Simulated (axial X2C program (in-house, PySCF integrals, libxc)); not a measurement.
# WTe⁺: properties at the nuclei

Wanted for WTe⁺: properties at the nuclei, at the two-component level.

Computed with an in-house X2C program for linear molecules on PySCF integrals. Level: two-component X2C with atomic mean-field terms, W dyall-cv3z, Te dyall-cv3z.

All values are calculated.

**1. The job**

task.json reads:

```json
{"zs": [74, 52], "q": 1, "bas": ["dyall-cv3z", "dyall-cv3z"], "r0": 2.48, "levels": ["PBE0", "HF", "LDA", "r2SCAN", "TPSSh"], "nst": 2}
```

Keys: zs atomic numbers; q charge; bas basis sets; r0 starting distance in Å; levels methods (HF also brings MP2); nst determinants followed.

The run is started by

```bash
$ python soeom.py task.json out
```

The runs that follow: Expectation values, lowest determinant; Expectation values, a higher determinant.

Before running it: what results should come out? Wanted: lowest determinant; Eeff magnitude; Ws magnitude W; A∥/gI W; qzz W; higher determinant (for each run or level that gives them).

As calculated:

| quantity | value |
| --- | --- |
| lowest determinant | Ω = 3/2 (excess of +ω over −ω: ω = 1/2, ω = -3/2, ω = 5/2) |
| Eeff magnitude (GV/cm), PBE0 | 2.79 |
| Ws magnitude W (kHz), PBE0 | 1.16 |
| A∥/gI W (MHz), PBE0 | 2970 |
| qzz W (a.u.), PBE0 | 1.04 |
| higher determinant | Ω = 3/2 (excess of +ω over −ω: ω = 3/2) |
| Eeff magnitude (GV/cm), PBE0, higher determinant | 22 |
| Ws magnitude W (kHz), PBE0, higher determinant | 16.4 |
| A∥/gI W (MHz), PBE0, higher determinant | -2060 |
| qzz W (a.u.), PBE0, higher determinant | -4.76 |

**Reading.** In the first state, the effective field runs from 2.79 to 13.6 GV/cm over the mean-field levels, so the levels don't agree on it. The expectation values come from single determinants, which for open shells can mix terms of unlike spin or miss the lowest Ω, so a determinant need not be a state. Eeff is the effective electric field on the electron dipole moment in this Ω state and Ws the scalar–pseudoscalar constant (defined with the proton number Z and per Ω); A∥ is the parallel hyperfine constant, which follows by multiplying with the nuclear g factor gI = μI/(I μN); qzz is the electric field gradient, eQq0 = 234.96 MHz × Q/barn × qzz. The operators were transformed with the bare-nucleus X2C matrices.
